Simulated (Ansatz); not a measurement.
# ClFH₃HfNO: up Jacob's ladder to CCSD(T)

An exercise on one series of results from a longer session: the logs are not shown, and one member is left open.

Program: Ansatz 0.2.0, Gaussian basis. Level of theory: functionals in def2-TZVPP, the program's frozen cores in correlated methods. These are calculated values, not measurements.

Plan: LDA (SPW92), PBE-D4, revPBE-D4, BLYP-D4, r2SCAN-D4, B97M-V, PBE0-D4, B3LYP-D4, r2SCANh-D4, r2SCAN0-D4, HSE06-D4, BHLYP-D4, CAM-B3LYP-D4, LC-ωPBE, ωB97X-V, ωB97M-V, B2PLYP, PBE-QIDH; CCSD(T)/def2-SVP; CCSD(T)/def2-TZVPP; MP2/def2-QZVPP; extrapolation to the limit; RPA on PBE.

## The relaxed structure

All runs share one geometry, relaxed beforehand with PBE0-D4 in a triple-zeta def2 set. Hf takes the def2 core potential; no spin-orbit term is included.

SMILES `[NH2][Hf]([OH])([F])[Cl]`, 8 atoms, charge 0, spin multiplicity 1.

Atoms are counted from 1 here; the program's logs count them from 0.

Bond lengths: N1–Hf2 2.017 Å, N1–H6 1.011 Å, N1–H7 1.010 Å, Hf2–O3 1.906 Å, Hf2–F4 1.911 Å, Hf2–Cl5 2.370 Å, O3–H8 0.952 Å. Angles: Hf2–N1–H6 125.6°, Hf2–N1–H7 125.5°, H6–N1–H7 108.9°, N1–Hf2–O3 106.0°, N1–Hf2–F4 108.1°, N1–Hf2–Cl5 110.1°, O3–Hf2–F4 113.7°, O3–Hf2–Cl5 111.3°, F4–Hf2–Cl5 107.5°, Hf2–O3–H8 165.1°.

The first run:

The input, in.yaml:

```yaml
crystal:
  periodic: [false, false, false]
  atoms:
    - {symbol: N, position_ang: [1.389114, 0.587056, 0.106761]}
    - {symbol: Hf, position_ang: [-0.406091, -0.157910, -0.431980]}
    - {symbol: O, position_ang: [-1.203747, -0.818067, 1.167681]}
    - {symbol: F, position_ang: [-0.118273, -1.501794, -1.759311]}
    - {symbol: Cl, position_ang: [-1.730386, 1.543098, -1.417431]}
    - {symbol: H, position_ang: [2.133859, 0.842004, -0.527264]}
    - {symbol: H, position_ang: [1.691139, 0.762635, 1.054399]}
    - {symbol: H, position_ang: [-1.755615, -1.257023, 1.807143]}
basis:
  gaussian: {orbitals: def2-TZVPP}
hamiltonian: {xc: lda}
output: {orbitals: {seedname: orbitals}}
```

On the command line:

```bash
ansatz run in.yaml --threads 4 --pin off --events-out ev --progress --plain --max-ram 10444MiB
```

Among the steps run: LDA; PBE-D4 (GGA); revPBE-D4 (GGA); BLYP-D4 (GGA); r2SCAN-D4 (meta-GGA); B97M-V (meta-GGA); B3LYP-D4 (hybrid); r2SCANh-D4 (hybrid); r2SCAN0-D4 (hybrid); HSE06-D4 (hybrid); BHLYP-D4 (hybrid); CAM-B3LYP-D4 (range-separated); LC-ωPBE (range-separated); ωB97X-V (range-separated); ωB97M-V (range-separated); B2PLYP (double hybrid); PBE-QIDH (double hybrid).

One of the session's tables, all rows but one given; the rest of the session is left out.

It belongs to the step «Orbital energies across the functionals». 

```
  functional  HOMO (eV)  gap (eV)
 LDA (SPW92)      -6.60      5.13
      PBE-D4      -6.39      5.19
   revPBE-D4      -6.31      5.22
     BLYP-D4      -6.25      5.15
   r2SCAN-D4      -6.70      5.76
      B97M-V      -6.73      5.78
     PBE0-D4          ?         ?
    B3LYP-D4      -7.55      6.91
  r2SCANh-D4      -7.23      6.63
  r2SCAN0-D4      -8.03      7.91
    HSE06-D4      -7.40      6.70
    BHLYP-D4      -9.12      9.31
CAM-B3LYP-D4      -9.23      9.58
     LC-ωPBE     -10.65     12.20
     ωB97X-V     -10.26     11.60
     ωB97M-V     -10.15     11.03
```

Estimate the missing values for PBE0-D4.

As computed: HOMO (eV): -7.81; gap (eV): 7.47. In the column «HOMO (eV)» it lies between r2SCAN0-D4 (-8.03) and B3LYP-D4 (-7.55).
